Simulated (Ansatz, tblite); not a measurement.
KNaF₂: GFN1-xTB, run from Python

These are simulated results from tblite 0.8.0, not measurements. The cell was built from a prototype and was relaxed with r2SCAN in plane waves (Ansatz 0.2.0). It may be hypothetical. All runs are without spin polarisation.

It is trigonal, R-3m (No. 166); a = 3.478 Å, c = 17.447 Å in the conventional setting, 15.23 Å³ an atom. Around Na lie 6 F at 2.37 Å; around K lie 6 F at 2.60 Å; around F lie 3 Na at 2.37 Å and 3 K at 2.60 Å.

tblite solves periodic systems at the zone centre alone, so the script builds a cluster of 3×3×1 conventional cells (108 atoms), which folds in a coarse mesh of k points.

The script, run.py:

```python
import json
from ase import Atoms
from ase.build import make_supercell
from ase.units import Bohr, GPa, Hartree
from tblite.interface import Calculator

atoms = Atoms(['Na', 'K', 'F', 'F'],
              cell=[[1.73913974, 1.00409279, 5.81550524], [-1.73913974, 1.00409279, 5.81550524], [0.0, -2.00818559, 5.81550524]],
              scaled_positions=[[1.0, 0.0, 0.0], [0.5, 0.5, 0.5], [0.26109946, 0.26109946, 0.26109946], [0.73890054, 0.73890054, 0.73890054]],
              pbc=True)
cluster = make_supercell(atoms, [[3, -3, 0], [0, 3, -3], [1, 1, 1]])
calc = Calculator('GFN1-xTB', cluster.numbers, cluster.positions / Bohr, lattice=cluster.cell[:] / Bohr, periodic=cluster.pbc)
calc.set('temperature', 0.02 / Hartree)
calc.set('max-iter', 150)
res = calc.singlepoint()
levels = res.get('orbital-energies') * Hartree
nv = round(res.get('orbital-occupations').sum() / 2)
cells = len(cluster) // len(atoms)
out = {'energy_per_cell': res.get('energy') * Hartree / cells, 'homo': levels[nv - 1], 'lumo': levels[nv],
       'stress': (-res.get('virial') * Hartree / cluster.get_volume() / GPa).tolist(), 'charges': res.get('charges')[:len(atoms)].tolist(), 'electrons': 2 * nv / cells}
json.dump(out, open('results.json', 'w'))
for key, value in out.items():
    print(key, value)
```

Command: `python run.py`. It took 6.5 s on 1 thread of Arm Neoverse V1, with other jobs on the host, peak memory 0.12 GiB.

Output:

```
------------------------------------------------------------
  cycle        total energy    energy error   density error
------------------------------------------------------------
      1     -291.2287414570  -2.9120741E+02   7.0802464E-01
      2      751.4531645032   1.0426819E+03   1.5101638E+00
      3     -292.1059682315  -1.0435591E+03   4.0642327E-01
      4     -287.4641361814   4.6418321E+00   1.9694993E-01
      5     -287.4324170102   3.1719171E-02   1.9525390E-01
      6     -297.3614930040  -9.9290760E+00   1.0402021E-01
      7     -297.9669163019  -6.0542330E-01   9.7185846E-02
      8     -298.2585865095  -2.9167021E-01   9.3683699E-02
      9     -302.3611150908  -4.1025286E+00   9.4002936E-03
     10     -302.3486702125   1.2444878E-02   7.2061087E-03
     11     -302.3741728926  -2.5502680E-02   2.9526941E-03
     12     -302.3790256601  -4.8527675E-03   3.0212727E-05
     13     -302.3790261765  -5.1637210E-07   6.5445227E-06
------------------------------------------------------------

 total:                                   5.171 sec
energy_per_cell -304.7463854429837
homo 21.070522133211867
lumo 24.811238222489457
stress [[-4.659784346206648, -0.011385295809146252, -0.00018025720591298327], [-0.011385295809146207, -4.672929906583843, -0.0008603345236701316], [-0.00018025720591291025, -0.0008603345236700389, -13.633450235890763]]
charges [0.9975930162038387, 0.39204988107286465, -0.6951364541169767, -0.6953986329802013]
electrons 16.0
```

The cycle table is in hartree for the whole cluster, and the lines after it are in eV (the energy for one cell). The printed stress is in GPa and positive in compression, and the pressure is its mean diagonal.

GFN1-xTB gives a gap of 3.74 eV. On the same cell, plane-wave PBE (Ansatz, 8×8×8 k points and the special points) gives a gap of 6.25 eV and r2SCAN a gap of 6.98 eV; on shared hosts these took about 5.7 and 16 core-seconds on the 4-atom cell, against 6.5 for the script. Semilocal gaps usually lie below measured ones. xTB was fitted to molecules, so gaps, charges and pressures of solids can be far off, and the gap also depends on the size of the cluster.

The same script was run on cells scaled at fixed shape and fractional coordinates:

| volume (Å³/atom) | energy (meV/atom) | pressure (GPa, positive in compression) | gap (eV) |
| --- | --- | --- | --- |
| 13.41 | -71.5 | -4.15 | 4.56 |
| 14.32 | -40.6 | -6.44 | 4.12 |
| 15.23 | 0.0 | -7.66 | 3.74 |
| 16.15 | 45.5 | -8.22 | 3.40 |
| 17.06 | 93.0 | -8.39 | 3.10 |

The minimum lies beyond the smallest of these volumes.

xTB was fitted mostly to molecules, and a small cluster samples few k points, so gaps, pressures and kinks along a curve can be far from a solid's.
